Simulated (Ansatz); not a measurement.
**C3H7NO2Si: a ladder of functionals and wavefunction methods**

One table from this session's results is given with a row withheld; the runs are named, their logs left out.

Method: functionals in def2-TZVPP, the program's frozen cores in correlated methods; program: Ansatz 0.2.0, Gaussian basis.

Plan: PBE-D4, r2SCAN-D4, PBE0-D4, B3LYP-D4, ωB97X-V, ωB97M-V, B2PLYP; CCSD(T)/def2-TZVPP; MP2/def2-QZVPP; extrapolation to the limit.

**The geometry**

The geometry comes from an earlier relaxation with PBE0-D4 in a triple-zeta def2 set; it is a stationary point, not always the lowest conformer.

SMILES `CO[SiH](C#N)OC`, 14 atoms, charge 0, spin multiplicity 1.

Atoms are counted from 1 here; the program's logs count them from 0.

Bond lengths: C1–O2 1.413 Å, C1–H8 1.094 Å, C1–H9 1.090 Å, C1–H10 1.095 Å, O2–Si3 1.614 Å, Si3–C4 1.865 Å, Si3–O6 1.614 Å, Si3–H11 1.480 Å, C4–N5 1.152 Å, O6–C7 1.413 Å, C7–H12 1.090 Å, C7–H13 1.094 Å, C7–H14 1.095 Å. Angles: O2–C1–H8 111.2°, O2–C1–H9 107.8°, O2–C1–H10 111.3°, H8–C1–H9 108.8°, H8–C1–H10 109.0°, H9–C1–H10 108.7°, C1–O2–Si3 125.5°, O2–Si3–C4 109.0°, O2–Si3–O6 106.8°, O2–Si3–H11 113.2°, C4–Si3–O6 109.0°, C4–Si3–H11 105.7°, O6–Si3–H11 113.1°, Si3–C4–N5 179.1°, Si3–O6–C7 125.5°, O6–C7–H12 107.8°, O6–C7–H13 111.1°, O6–C7–H14 111.4° and more.

Coordinates:

| atom | x (Å) | y (Å) | z (Å) |
| --- | --- | --- | --- |
| C1 | -1.91513 | 1.00213 | -1.57193 |
| O2 | -1.27253 | -0.06536 | -0.90474 |
| Si3 | 0.19953 | -0.00931 | -0.24517 |
| C4 | 0.25510 | 1.38207 | 0.99572 |
| N5 | 0.30332 | 2.24928 | 1.75263 |
| O6 | 0.42044 | -1.41041 | 0.52521 |
| C7 | 1.54042 | -1.74081 | 1.32157 |
| H8 | -2.05197 | 1.85911 | -0.90538 |
| H9 | -2.89405 | 0.65008 | -1.89687 |
| H10 | -1.34723 | 1.32149 | -2.45153 |
| H11 | 1.26688 | 0.28743 | -1.22714 |
| H12 | 1.39946 | -2.75740 | 1.68827 |
| H13 | 1.62810 | -1.06576 | 2.17828 |
| H14 | 2.46769 | -1.70254 | 0.74107 |

The first run:

in.yaml

```yaml
crystal:
  periodic: [false, false, false]
  atoms:
    - {symbol: C, position_ang: [-1.915126, 1.002127, -1.571927]}
    - {symbol: O, position_ang: [-1.272534, -0.065360, -0.904741]}
    - {symbol: Si, position_ang: [0.199532, -0.009309, -0.245172]}
    - {symbol: C, position_ang: [0.255097, 1.382071, 0.995715]}
    - {symbol: N, position_ang: [0.303317, 2.249276, 1.752635]}
    - {symbol: O, position_ang: [0.420439, -1.410415, 0.525210]}
    - {symbol: C, position_ang: [1.540422, -1.740808, 1.321573]}
    - {symbol: H, position_ang: [-2.051972, 1.859113, -0.905381]}
    - {symbol: H, position_ang: [-2.894055, 0.650084, -1.896874]}
    - {symbol: H, position_ang: [-1.347234, 1.321490, -2.451528]}
    - {symbol: H, position_ang: [1.266876, 0.287433, -1.227137]}
    - {symbol: H, position_ang: [1.399457, -2.757402, 1.688270]}
    - {symbol: H, position_ang: [1.628098, -1.065759, 2.178279]}
    - {symbol: H, position_ang: [2.467693, -1.702540, 0.741068]}
basis:
  gaussian: {orbitals: def2-TZVPP}
hamiltonian: {xc: pbe, dispersion: d4}
output: {forces: true, orbitals: {seedname: orbitals}}
```

The run is started by

```
ansatz run in.yaml --threads 2 --pin off --events-out ev --progress --plain --max-ram 32768MiB --backend cuda --devices 0, --max-vram 18GiB
```

Among the steps run: PBE-D4 (GGA); r2SCAN-D4 (meta-GGA); PBE0-D4 (hybrid); B3LYP-D4 (hybrid); ωB97X-V (range-separated); ωB97M-V (range-separated); B2PLYP (double hybrid); CCSD(T) in def2-TZVPP; MP2 in def2-QZVPP.

One of the session's tables, all rows but one given; the rest of the session is left out.

```
            method  atomisation energy (kJ/mol)
            PBE-D4                       5893.1
         r2SCAN-D4                       5759.8
           PBE0-D4                       5751.9
          B3LYP-D4                       5764.9
           ωB97X-V                       5779.4
           ωB97M-V                       5785.0
            B2PLYP                       5718.9
     HF/def2-TZVPP                       4093.9
    MP2/def2-TZVPP                       5749.9
   CCSD/def2-TZVPP                       5510.3
CCSD(T)/def2-TZVPP                       5608.7
           MP2/CBS                            ?
       CCSD(T)/CBS                       5770.0
```

Q: Estimate the row for MP2/CBS from the others.

The run gave: atomisation energy (kJ/mol): 5911.2. In the column «atomisation energy (kJ/mol)» it is the highest.
